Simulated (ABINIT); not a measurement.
Crystal: TaAs.

```
CELL_PARAMETERS angstrom
-1.72181 1.72181 5.86794
1.72181 -1.72181 5.86794
1.72181 1.72181 -5.86794
ATOMIC_POSITIONS crystal
Ta 0.49997 0.49997 0.00000
Ta 0.24997 0.74997 0.50000
As 0.08263 0.08263 0.00000
As 0.83263 0.33263 0.50000
```

The cell is a database's computed one.

Base run:

```yaml
Program: ABINIT 10.8.3 (patched build)
Functional: LDA
Potentials_or_basis: PseudoDojo NC SR LDA v0.4.1 standard
Cutoff: 1088 eV
k_mesh: 8 × 8 × 8
Occupations: fermi-dirac, width 0.05 eV
Spin: no spin polarisation
```

Its results: band gap on the k mesh none (metal or under the smearing width); pressure -8.4 GPa; largest force 0.015 eV/Å.

Problem. The run is repeated on the same cell with these changes: functional from LDA to PBEsol; potentials or basis from PseudoDojo NC SR LDA v0.4.1 standard to PseudoDojo NC SR PBEsol v0.4.1 standard; cutoff from 1088 eV to 1034 eV. What comes out?

Solution. Band gap on the k mesh none (metal or under the smearing width); pressure -4.7 GPa; largest force 0.022 eV/Å.

Not every run made on this cell is shown here.
